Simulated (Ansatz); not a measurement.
# B2PLYP/def2-SVP (core potential) run of C2H2Cl2Sn (SMILES C#[C][SnH]([Cl])[Cl])

Aim: the electronic atomisation energy of C2H2Cl2Sn at B2PLYP/def2-SVP (core potential), from 5 runs. 

The calculation is run with Ansatz 0.2.0.

49 further runs of the same task are left out: 7 that didn't finish, 42 set aside as unsound or not needed.

### Step 1. The molecule

C2H2Cl2Sn: 7 atoms, total charge 0, spin state singlet. SMILES: `C#[C][SnH]([Cl])[Cl]`. The coordinates come from a PBE0-D4/def2-TZVP relaxation.

Bond lengths: C1–C2 1.205 Å, C2–Sn3 2.058 Å, Sn3–Cl4 2.309 Å, Sn3–Cl5 2.309 Å, C1–H6 1.067 Å, Sn3–H7 1.691 Å. Angles: C1–C2–Sn3 179.2°, C2–Sn3–Cl4 107.9°, C2–Sn3–Cl5 107.9°, Cl4–Sn3–Cl5 106.8°, C2–C1–H6 179.7°, C2–Sn3–H7 115.3°, Cl4–Sn3–H7 109.3°, Cl5–Sn3–H7 109.3°.

### Step 2. The energy at B2PLYP/def2-SVP (core potential)

The input, molecule.yaml:

```yaml
crystal:
  periodic: [false, false, false]
  atoms:
    - {symbol: C, position_ang: [-1.668000, 1.349700, 0.386500]}
    - {symbol: C, position_ang: [-0.744900, 0.592400, 0.224500]}
    - {symbol: Sn, position_ang: [0.833800, -0.704500, -0.025300]}
    - {symbol: Cl, position_ang: [0.163900, -2.365900, -1.482000]}
    - {symbol: Cl, position_ang: [2.540200, 0.448400, -1.069500]}
    - {symbol: H, position_ang: [-2.485300, 2.020900, 0.525300]}
    - {symbol: H, position_ang: [1.421600, -1.409000, 1.394900]}
basis:
  gaussian:
    orbitals: def2-SVP
hamiltonian:
  xc: {name: B2PLYP}
correlation:
  frozen_orbitals: {C: 1, Cl: 5, H: 0, Sn: 4}
accuracy: high
output: {orbitals: {seedname: orbitals}}
```

Command:

```
$ ansatz run molecule.yaml --threads 1 --pin off --max-ram 3480MiB --events-out events.jsonl --progress --plain --runs-dir runs
```

What it wrote:

```text
Warning: RAYON_NUM_THREADS=1 ignored (pool sized by the plan → 1); use --threads N
Functional definition: B2PLYP
  name "B2PLYP"
  parameter a = 0.53
  parameter c = 0.27
  exchange = (1 - a)*b88_x + a*exact_x
  correlation = (1 - c)*lyp_c + c*(mp2_os + mp2_ss)
2157 factors; integrals over basis functions are off by at most 3.3e-8 eV
mean field evaluation 1: about -32946.9890 eV, gradient 3.4e1 eV
mean field evaluation 2: about -32947.3833 eV, gradient 3.3e1 eV
mean field evaluation 4: about -32950.4855 eV, gradient 2.5e0 eV
mean field evaluation 8: about -32950.5160 eV, gradient 4.4e-1 eV
mean field evaluation 16: about -32950.5165 eV, gradient 2.8e-5 eV
mean field -32950.51647648 eV, -1210.9091458485 hartree, gradient 3.2e-8 eV, S^2 0.000000; 0 other end points of the search recorded, 0 dependent functions left out
16 core orbitals not correlated: weight in the atoms' cores, before any rotation towards them, 1.000 or more for the frozen orbitals, at most 0.000 for the correlated occupied ones
reference -32950.51650359 eV, -1210.9091468446 hartree; 19, 19 occupied and 65, 65 virtual orbitals, 2157 factors
second order -20.79740160 eV of doubles, -0.00000000 eV of singles
Total energy: -32956.13180202 eV, -1211.1155052557 hartree
```

It took 19 s on 1 thread of Arm Neoverse V1, shared host; peak memory 0.39 GiB.

### Step 3. The C atom, same level

The input, run.yaml:

```yaml
crystal:
  periodic: [false, false, false]
  atoms:
    - {symbol: C, position_ang: [0.000000, 0.000000, 0.000000]}
basis:
  gaussian:
    orbitals: def2-SVP
magnetization:
  spin_polarized: true
  initial_magnetization: 2
hamiltonian:
  xc: {name: B2PLYP}
correlation:
  frozen_orbitals: {C: 1}
accuracy: high
```

Run the same way, it converges to -37.77593 Eh (log not shown).

### Step 4. The Cl atom

The input, molecule.yaml:

```yaml
crystal:
  periodic: [false, false, false]
  atoms:
    - {symbol: Cl, position_ang: [0.000000, 0.000000, 0.000000]}
basis:
  gaussian: {orbitals: def2-SVP}
magnetization: {spin_polarized: true, initial_magnetization: 1}
hamiltonian: {xc: {name: B2PLYP}}
correlation: {frozen_orbitals: {Cl: 5}}
accuracy: high
```

Run the same way, it converges to -459.84682 Eh (log not shown).

### Step 5. The H atom at the same level

The input, in.yaml:

```yaml
crystal:
  periodic: [false, false, false]
  atoms:
    - {symbol: H, position_ang: [0.000000, 0.000000, 0.000000]}
basis:
  gaussian:
    orbitals: def2-SVP
total_charge: 0
magnetization:
  spin_polarized: true
  initial_magnetization: 1
hamiltonian:
  xc: {name: B2PLYP}
correlation:
  frozen_orbitals: {H: 0}
accuracy: high
```

Run the same way, it converges to -0.49793 Eh (log not shown).

### Step 6. The Sn atom at the same level

The input, input.yaml:

```yaml
crystal:
  periodic: [false, false, false]
  atoms:
    - {symbol: Sn, position_ang: [0.000000, 0.000000, 0.000000]}
basis:
  gaussian:
    orbitals: def2-SVP
magnetization:
  spin_polarized: true
  initial_magnetization: 2
hamiltonian:
  xc: {name: B2PLYP}
correlation:
  frozen_orbitals: {Sn: 4}
accuracy: high
```

Run the same way, it converges to -213.97636 Eh (log not shown).

### Step 7. Outcome

Level: B2PLYP/def2-SVP (core potential), 16 core orbitals frozen.

| quantity | value |
| --- | --- |
| molecule: total energy | -1211.11551 Eh |
| molecule: HOMO energy (SCF part's orbitals) | -9.79 eV |
| molecule: LUMO energy (SCF part's orbitals) | 0.15 eV |
| molecule: HOMO–LUMO gap (SCF part's orbitals) | 9.94 eV |
| C atom: total energy | -37.77593 Eh |
| C atom: ⟨S²⟩ | 2.004 |
| Cl atom: total energy | -459.84682 Eh |
| Cl atom: ⟨S²⟩ | 0.753 |
| H atom: total energy | -0.49793 Eh |
| H atom: ⟨S²⟩ | 0.750 |
| Sn atom: total energy | -213.97636 Eh |
| Sn atom: ⟨S²⟩ | 2.004 |
| electronic atomisation energy | 24.430 eV |

In words: Taking the molecule apart into free atoms costs 24.43 eV (563 kcal/mol), before zero-point energy and without spin-orbit coupling.
